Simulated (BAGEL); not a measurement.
**HF/STO-3G (density fitting with cc-pvqz-jkfit) run of C2H6Cl2Si (dichlorodimethylsilane)**

Aim: the energy change on altering one bond length of C2H6Cl2Si (dichlorodimethylsilane) at HF/STO-3G (density fitting with cc-pvqz-jkfit), from 2 runs. 

The results are computed with BAGEL 1.2.2.

1 further run of the same task is left out (set aside as unsound or not needed).

## 1. The system as given

The species is C2H6Cl2Si (11 atoms), meant as a singlet with charge 0. As SMILES, `C[Si](C)(Cl)Cl`. Geometry: relaxed at PBE0-D4/def2-TZVP.

Bond lengths: C1–Si2 1.851 Å, Si2–C3 1.851 Å, Si2–Cl4 2.058 Å, Si2–Cl5 2.058 Å, C1–H6 1.093 Å, C1–H7 1.091 Å, C1–H8 1.093 Å, C3–H9 1.093 Å, C3–H10 1.091 Å, C3–H11 1.093 Å. Some angles: C1–Si2–C3 114.5°, C1–Si2–Cl4 108.6°, C1–Si2–Cl5 108.6°, C3–Si2–Cl4 108.6°, C3–Si2–Cl5 108.6°, Cl4–Si2–Cl5 107.7°, Si2–C1–H6 110.3°, Si2–C1–H7 110.5°, Si2–C1–H8 110.3°, Si2–C3–H9 110.3°.

## 2. The energy at HF/STO-3G (density fitting with cc-pvqz-jkfit)

Contents of job.json:

```json
{ "bagel": [

{
  "title": "molecule",
  "basis": "sto-3g",
  "df_basis": "cc-pvqz-jkfit",
  "angstrom": true,
  "geometry": [
    { "atom": "C", "xyz": [   -1.474780,    0.260330,    0.569630 ] },
    { "atom": "Si", "xyz": [    0.049440,    0.400780,   -0.470390 ] },
    { "atom": "C", "xyz": [    1.413930,   -0.753620,    0.009340 ] },
    { "atom": "Cl", "xyz": [   -0.457830,    0.039560,   -2.432040 ] },
    { "atom": "Cl", "xyz": [    0.750400,    2.332220,   -0.351670 ] },
    { "atom": "H", "xyz": [   -1.240880,    0.476080,    1.614990 ] },
    { "atom": "H", "xyz": [   -2.234960,    0.966850,    0.231850 ] },
    { "atom": "H", "xyz": [   -1.886320,   -0.749770,    0.503510 ] },
    { "atom": "H", "xyz": [    1.724400,   -0.565080,    1.039920 ] },
    { "atom": "H", "xyz": [    2.278000,   -0.616910,   -0.643230 ] },
    { "atom": "H", "xyz": [    1.078600,   -1.790430,   -0.071900 ] }
  ]
},
{ "title": "hf" },
{ "title": "print", "file": "orbitals.molden", "orbitals": true }

]}
```

On the command line:

```sh
$ BAGEL_NUM_THREADS=1 BAGEL job.json > job.out
```

The log of the run:

```text
* using 1 threads per process

  ===============================================================
  ===============================================================

  *** Geometry ***

  { "atom" : "C", "xyz" : [     -2.786930,      0.491952,      1.076445 ] },
  { "atom" : "Si", "xyz" : [      0.093428,      0.757364,     -0.888908 ] },
  { "atom" : "C", "xyz" : [      2.671940,     -1.424135,      0.017650 ] },
  { "atom" : "Cl", "xyz" : [     -0.865173,      0.074758,     -4.595890 ] },
  { "atom" : "Cl", "xyz" : [      1.418050,      4.407257,     -0.664560 ] },
  { "atom" : "H", "xyz" : [     -2.344923,      0.899661,      3.051889 ] },
  { "atom" : "H", "xyz" : [     -4.223462,      1.827082,      0.438133 ] },
  { "atom" : "H", "xyz" : [     -3.564628,     -1.416860,      0.951496 ] },
  { "atom" : "H", "xyz" : [      3.258644,     -1.067846,      1.965164 ] },
  { "atom" : "H", "xyz" : [      4.304796,     -1.165791,     -1.215529 ] },
  { "atom" : "H", "xyz" : [      2.038259,     -3.383422,     -0.135871 ] },

  Number of auxiliary basis functions:      962

  Since a DF basis is specified, we compute 2- and 3-index integrals:
    o Being stored without compression. Storage requirement is 0.014 GB

  Number of basis functions:       43
  Number of electrons      :       66

    * METHOD: MOLECULE                             1.43

  *** RHF ***

  === Nuclear Repulsion ===
   364.6542020153

      * DIIS with orbital gradients will be used.

  === RHF iteration (sto-3g) ===
      0      -1273.15413209          0.00858161           0.14
      1      -1273.22848533          0.00168514           0.13
      2      -1273.23088418          0.00039491           0.15
      3      -1273.23109669          0.00004912           0.14
      4      -1273.23109954          0.00001174           0.14
      5      -1273.23109974          0.00000209           0.14
      6      -1273.23109975          0.00000026           0.14
      7      -1273.23109975          0.00000004           0.14
      8      -1273.23109975          0.00000001           0.13
      9      -1273.23109975          0.00000000           0.14
    * SCF iteration converged.

    * Permanent dipole moment:
           (    0.115591,     0.937119,    -1.099866) a.u.

    * METHOD: HF                                   1.66

    * METHOD: PRINT                                0.00

  ===============================================================
```

Wall time 3.6 s (1 thread of Intel Xeon Platinum 8259CL at 2.50GHz (Skylake/Cascade Lake), shared host); peak memory 0.13 GiB.

## 3. The distorted shape

Contents of input.json:

```json
{ "bagel" : [

{
  "title" : "molecule",
  "basis" : "sto-3g",
  "df_basis" : "cc-pvqz-jkfit",
  "angstrom" : true,
  "geometry" : [
    { "atom" : "C", "xyz" : [   -1.825262,   -0.705394,    0.510270 ] },
    { "atom" : "Si", "xyz" : [   -0.301042,   -0.564944,   -0.529750 ] },
    { "atom" : "C", "xyz" : [    1.063448,   -1.719344,   -0.050020 ] },
    { "atom" : "Cl", "xyz" : [   -0.808312,   -0.926164,   -2.491400 ] },
    { "atom" : "Cl", "xyz" : [    0.750400,    2.332220,   -0.351670 ] },
    { "atom" : "H", "xyz" : [   -1.591362,   -0.489644,    1.555630 ] },
    { "atom" : "H", "xyz" : [   -2.585442,    0.001126,    0.172490 ] },
    { "atom" : "H", "xyz" : [   -2.236802,   -1.715494,    0.444150 ] },
    { "atom" : "H", "xyz" : [    1.373918,   -1.530804,    0.980560 ] },
    { "atom" : "H", "xyz" : [    1.927518,   -1.582634,   -0.702590 ] },
    { "atom" : "H", "xyz" : [    0.728118,   -2.756154,   -0.131260 ] }
  ]
},
{
  "title" : "hf"
},
{
  "title" : "print",
  "file" : "orbitals.molden",
  "orbitals" : true
}

]}
```

On the command line:

```sh
$ BAGEL_NUM_THREADS=1 BAGEL input.json > input.out
```

The log of the run:

```text
* using 1 threads per process

  ===============================================================
  ===============================================================

  *** Geometry ***

  { "atom" : "C", "xyz" : [     -3.449245,     -1.333001,      0.964271 ] },
  { "atom" : "Si", "xyz" : [     -0.568887,     -1.067589,     -1.001082 ] },
  { "atom" : "C", "xyz" : [      2.009625,     -3.249089,     -0.094524 ] },
  { "atom" : "Cl", "xyz" : [     -1.527488,     -1.750196,     -4.708064 ] },
  { "atom" : "Cl", "xyz" : [      1.418050,      4.407257,     -0.664560 ] },
  { "atom" : "H", "xyz" : [     -3.007238,     -0.925293,      2.939715 ] },
  { "atom" : "H", "xyz" : [     -4.885777,      0.002128,      0.325959 ] },
  { "atom" : "H", "xyz" : [     -4.226943,     -3.241814,      0.839322 ] },
  { "atom" : "H", "xyz" : [      2.596329,     -2.892800,      1.852990 ] },
  { "atom" : "H", "xyz" : [      3.642481,     -2.990745,     -1.327703 ] },
  { "atom" : "H", "xyz" : [      1.375944,     -5.208376,     -0.248045 ] },

  Number of auxiliary basis functions:      962

  Since a DF basis is specified, we compute 2- and 3-index integrals:
    o Being stored without compression. Storage requirement is 0.014 GB

  Number of basis functions:       43
  Number of electrons      :       66

    * METHOD: MOLECULE                             1.55

  *** RHF ***

  === Nuclear Repulsion ===
   324.3542158831

      * DIIS with orbital gradients will be used.

  === RHF iteration (sto-3g) ===
      0      -1272.93952434          0.00980926           0.14
      1      -1273.06636028          0.00373541           0.15
      2      -1273.07662666          0.00074397           0.14
      3      -1273.07735201          0.00013273           0.13
      4      -1273.07737285          0.00003874           0.14
      5      -1273.07737507          0.00000765           0.13
      6      -1273.07737515          0.00000186           0.14
      7      -1273.07737515          0.00000047           0.14
      8      -1273.07737515          0.00000009           0.14
      9      -1273.07737515          0.00000004           0.15
     10      -1273.07737515          0.00000002           0.14
     11      -1273.07737515          0.00000001           0.14
    * SCF iteration converged.

    * Permanent dipole moment:
           (    0.695760,     2.513857,    -0.962022) a.u.

    * METHOD: HF                                   2.03

    * METHOD: PRINT                                0.00

  ===============================================================
```

It took 3.9 s on 1 thread of Intel Xeon Platinum 8259CL at 2.50GHz (Skylake/Cascade Lake), shared host; peak memory 0.13 GiB.

## 4. Results

Level: HF/STO-3G (density fitting with cc-pvqz-jkfit).

```
                                                           quantity           value
                                          first shape: total energy  -1273.23110 Eh
                                         first shape: dipole moment          3.68 D
                                           first shape: HOMO energy       -10.25 eV
                                           first shape: LUMO energy         8.34 eV
                                         first shape: HOMO–LUMO gap        18.58 eV
                                      distorted shape: total energy  -1273.07738 Eh
                                     distorted shape: dipole moment          7.07 D
                                       distorted shape: HOMO energy        -7.27 eV
                                       distorted shape: LUMO energy         1.64 eV
                                     distorted shape: HOMO–LUMO gap         8.91 eV
energy change with the Si2–Cl5 bond stretched from 2.058 to 3.087 Å        4.183 eV
```

In words: With the Si2–Cl5 bond stretched from 2.058 to 3.087 Å the energy rises by 4.18 eV (404 kJ/mol). The first shape isn't relaxed at this level, so the change isn't measured from a minimum. A restricted reference can't describe the breaking bond well at this length. The minimal basis adds a large error of its own.
